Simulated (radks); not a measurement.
**Ionisation energy and size from Hf³⁺ to Au³⁺**

The task here is to estimate one member of a computed series from the others.

Program: radks (a radial shooting solver on a logarithmic mesh, Libxc functionals) version 1. Level of theory: Dirac Kohn-Sham, LDA (Slater exchange, Perdew-Wang correlation), spin-unpolarised, spherical densities, point nucleus; open shells fill j = l - 1/2 first. These are calculated values, not measurements, unless marked.

## Starting point

| Property | Result |
| --- | --- |
| species | Hf³⁺, Ta³⁺, W³⁺, Re³⁺, Os³⁺, Ir³⁺, Pt³⁺, Au³⁺ |
| runs | 16, each species and its next ion |

The first run:

The run's settings:

```text
Z 72
configuration [Xe] 4f14 5d1
relativity Dirac
functional lda,pw
spin unpolarised
j_filling energy
nucleus point
c 137.035999084
```

Among the steps run: Hf³⁺, [Xe] 4f14 5d1; Hf⁴⁺, [Xe] 4f14; Ta³⁺, [Xe] 4f14 5d2; Ta⁴⁺, [Xe] 4f14 5d1; W³⁺, [Xe] 4f14 5d3; W⁴⁺, [Xe] 4f14 5d2; Re³⁺, [Xe] 4f14 5d4; Re⁴⁺, [Xe] 4f14 5d3; Os³⁺, [Xe] 4f14 5d5; Os⁴⁺, [Xe] 4f14 5d4; Ir³⁺, [Xe] 4f14 5d6; Ir⁴⁺, [Xe] 4f14 5d5; Pt³⁺, [Xe] 4f14 5d7; Pt⁴⁺, [Xe] 4f14 5d6; Au³⁺, [Xe] 4f14 5d8; Au⁴⁺, [Xe] 4f14 5d7.

One of the session's tables, all rows but one given; the rest of the session is left out.

| species | Δ-SCF (eV) | −ε(HOMO) (eV) | its <r> (bohr) |
| --- | --- | --- | --- |
| Hf³⁺ | 33.541 | 27.753 | 1.91 |
| Ta³⁺ | 35.762 | 29.777 | 1.82 |
| W³⁺ | 37.943 | 31.762 | 1.73 |
| Re³⁺ | 40.091 | 33.713 | 1.66 |
| Os³⁺ | 40.943 | 34.502 | 1.63 |
| Ir³⁺ | 43.006 | 36.370 | 1.57 |
| Pt³⁺ | ? | ? | ? |
| Au³⁺ | 47.066 | 40.043 | 1.46 |

Q: Estimate the row for Pt³⁺ from the others.

**Answer.** Δ-SCF (eV): 45.045; −ε(HOMO) (eV): 38.215; its <r> (bohr): 1.51. In the column «Δ-SCF (eV)» it lies between Ir³⁺ (43.006) and Au³⁺ (47.066).

Spin polarisation and multiplet splitting are left out, so open shells lie too high by an amount that depends on their filling.
